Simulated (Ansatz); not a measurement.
Run this with Ansatz's Python interface and show what comes out.

Input file `POSCAR_ybnih3`:
```text
YbNiH3
1.0
   3.47045300    0.00000000    0.00000000
   0.00000000    3.47045300    0.00000000
   0.00000000    0.00000000    3.47045300
Yb Ni H
1 1 3
Direct
   0.50000000    0.50000000    0.50000000
   0.00000000    0.00000000    0.00000000
   0.00000000    0.00000000    0.50000000
   0.00000000    0.50000000    0.00000000
   0.50000000    0.00000000    0.00000000
```

Script `ybnih3_ecut.py`:
```python
import csv

import ansatz
from ase.io import read

XC = "PBEsol"
FILLING = "fermi_dirac"
SIGMA = 0.15

atoms = read("POSCAR_ybnih3", format="vasp")
ybnih3 = ansatz.Crystal.from_ase(atoms).moments(Ni=1.0)

model = (
    ybnih3.calculation()
    .functional(XC)
    .kpoints(6)
    .occupations(FILLING, width=SIGMA)
    .spin(ansatz.SpinTreatment.COLLINEAR)
    .forces()
    .stress()
)

rows = []
for value in [250, 300, 350, 400, 450]:
    r = model.basis(value).run(threads=1).report
    rows.append((value, r["free_energy_ev"] / len(r["lattice"]["sites"]), r["n_iterations"], sum(r["stress_gpa"][i][i] for i in range(3)) / 3, max(abs(f) for row in r["forces_ev_ang"] for f in row), r["magnetization_mub"], r["n_pw"]))

with open("ecut.csv", "w", newline="") as handle:
    writer = csv.writer(handle)
    writer.writerow(["cutoff (eV)", "F/atom (eV)", "iterations", "P (GPa)", "max component (eV/A)", "moment (muB)", "plane waves"])
    writer.writerows([round(v, 5) if isinstance(v, float) else v for v in row] for row in rows)

for row in rows[:-1]:
    shift = 1000 * (row[1] - rows[-1][1])
    print(f"{row[0]}: {shift:+.2f} meV/atom" + ("  (within 1 meV)" if abs(shift) < 1 else ""))
```

```console
$ python ybnih3_ecut.py
DeckWarning: basis.ecutwfc = 250 eV is below the records' recommended 420 eV, and the density's cutoff is lower with it unless basis.ecutrho_ratio is high enough to keep the records' density cutoff: compare with a run at a higher cutoff
RunWarning: the starting moments were not kept: the SCF closed with an absolute magnetisation of 1.7e-7 μB, where they sum to 1 μB in size (1 site). That is at most 0.1 of that sum. Measured as dr2_m measures the in/out step, that magnetisation stands 3.3e-14 eV from none, at or under the dr2_threshold of 1.0e-7 eV: [...]
DeckWarning: basis.ecutwfc = 300 eV is below the records' recommended 420 eV, and the density's cutoff is lower with it unless basis.ecutrho_ratio is high enough to keep the records' density cutoff: compare with a run at a higher cutoff
DeckWarning: basis.ecutwfc = 350 eV is below the records' recommended 420 eV, and the density's cutoff is lower with it unless basis.ecutrho_ratio is high enough to keep the records' density cutoff: compare with a run at a higher cutoff
DeckWarning: basis.ecutwfc = 400 eV is below the records' recommended 420 eV, and the density's cutoff is lower with it unless basis.ecutrho_ratio is high enough to keep the records' density cutoff: compare with a run at a higher cutoff
250: +785.80 meV/atom
300: +89.93 meV/atom
350: +9.34 meV/atom
400: +1.54 meV/atom
```
(Warnings from the package without file and line, shortened, repeats left out.)

File `ecut.csv` afterwards:
```csv
cutoff (eV),F/atom (eV),iterations,P (GPa),max component (eV/A),moment (muB),plane waves
250,-3905.46926,14,2.21219,0.0,0.0,389
300,-3906.16514,14,0.1023,0.0,-0.0,485
350,-3906.24573,14,-0.47408,0.0,-0.0,619
400,-3906.25352,14,-0.49178,0.0,-0.0,751
450,-3906.25507,15,-0.51065,0.0,-0.0,925
```

Notes:
- Open f shells: without a Hubbard U, without spin-orbit coupling; the state reached hangs on the start and needn't be the lowest.
- The mesh is modest for a metal, so energies can be off by several to tens of meV an atom and pressures by half a GPa or more; differences at equal mesh fare better.
- The overall sign of a collinear moment is arbitrary, and semilocal functionals can give small moments to compounds that are paramagnetic.
- The smearing is wide enough that free energy and stress hold a thermal part of the electrons.
- Forces vanish by symmetry here and test nothing.
- Pressure is positive in compression.
- This cell is a computed structure, which may not be the phase found in nature.
- Shifts are counted from the last row, which is itself no proven limit.
- Hardware and time: 24 s on 1 thread of Arm Neoverse V2, on a shared host, peak memory 0.5 GiB.
